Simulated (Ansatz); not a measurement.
# Rh: a line through an energy map

One line of a two-coordinate grid on Rh (P6_3/mmc, No. 194; 4 atoms in the cell): lattice constant a (and b) is varied, at lattice constant c = 8.436 Å.

Method: DFT LDA, scalar-relativistic, plane waves, PAW, in Ansatz 0.2.0.

18 further runs of the same task are left out: 18 set aside as unsound or not needed. Runs told in other sessions of the task aren't counted.

## (1) The starting structure

Symmetry: P6_3/mmc, No. 194, hexagonal system. Conventional cell: a = 2.657 Å, b = 2.657 Å, c = 8.667 Å, α = 90.00°, β = 90.00°, γ = 120.00°. Rh (site symmetry -3m) is surrounded by 12 Rh at 2.65 to 2.66 Å. Around Rh (site symmetry -6m2) lie 12 Rh at 2.65 to 2.66 Å.

As a file:

```cif
data_structure
_symmetry_space_group_name_H-M 'P6_3/mmc'
_symmetry_Int_Tables_number 194
_cell_length_a 2.6573
_cell_length_b 2.6573
_cell_length_c 8.6669
_cell_angle_alpha 90.000
_cell_angle_beta 90.000
_cell_angle_gamma 120.000
_cell_volume 53.00
loop_
_atom_site_label
_atom_site_type_symbol
_atom_site_symmetry_multiplicity
_atom_site_Wyckoff_symbol
_atom_site_fract_x
_atom_site_fract_y
_atom_site_fract_z
_atom_site_occupancy
Rh1 Rh 2 a 0.00000 0.00000 0.00000 1
Rh2 Rh 2 c 0.33333 0.66667 0.25000 1
```

It goes back to an entry of the Materials Project, which need not be the stable form.

This cell was relaxed beforehand with the same method: volume 13.25 Å³/atom, gap on the mesh none (metal).

## (2) The scan

The energy is mapped over the lattice constants a and c of the conventional cell.

The axes are (1) lattice constant a (and b): 7 values from 2.578 to 2.737 Å; (2) lattice constant c: 7 values from 7.973 to 9.360 Å.

Nothing else is relaxed (symmetry fixes all fractional coordinates). Energies count from the relaxed crystal. Points are written as (first, second).

## (3) Grid point (2.604 Å, 8.436 Å)

input.yaml

```yaml
crystal:
  lattice:
    - [2.6041, 0.0, 0.0]
    - [-1.30205, 2.255216754, 0.0]
    - [0.0, 0.0, 8.4358]
  atoms:
    - { symbol: Rh, position: [0.0, 0.0, 0.0] }
    - { symbol: Rh, position: [0.3333333333, 0.6666666667, 0.25] }
    - { symbol: Rh, position: [0.0, 0.0, 0.5] }
    - { symbol: Rh, position: [0.6666666667, 0.3333333333, 0.75] }
basis:
  ecutwfc: 420
kpoints:
  mp_grid: { grid: [18, 18, 6] }
hamiltonian:
  xc: lda
  pseudopotentials: { kind: paw, azcp: { folder: soft_1 } }
scf:
  occupations: { method: gaussian, width: 0.15 }
output:
  forces: true
  stress: true
  eigenvalues: true
```

Launch:

```bash
ansatz run input.yaml --threads 2 --pin off --max-ram 4096MiB --backend cpu --events-out ev --progress --plain --runs-dir out
```

Further runs follow: the other points of the line.

What does the calculation give? Wanted: for each run, lattice constant a; energy; slope; pressure.

The runs gave:

```
lattice constant a (and b) (Å)  step  energy (meV/atom)  slope (meV/atom per Å)  pressure (GPa)
                         2.578     –                111                   −2077            34.8
                         2.604     3                 65                   −1437            25.4
                         2.631     –                 34                    −862            17.0
                         2.657     4                 18                    −347             9.6
                         2.684     5                 15                     113             3.0
                         2.710     6                 24                     525            −2.9
                         2.737     7                 43                     891            −8.1
```

Energies count from the relaxed crystal. Rows without a step come from runs not printed here or follow by symmetry. Slopes come from the forces (and the stress, where the cell changes), not from differences of energies.

What this shows: The lowest point computed on the line is at 2.684 Å, 15 meV/atom from the zero. Energies and slopes round the minimum, fitted together, put the minimum at 2.6771 Å, with a curvature of about 17000 meV/atom per Å². The highest point computed, at 2.578 Å, lies 96 meV/atom above the lowest. This is one cut through a surface in two coordinates; the map's lowest point lies off it.
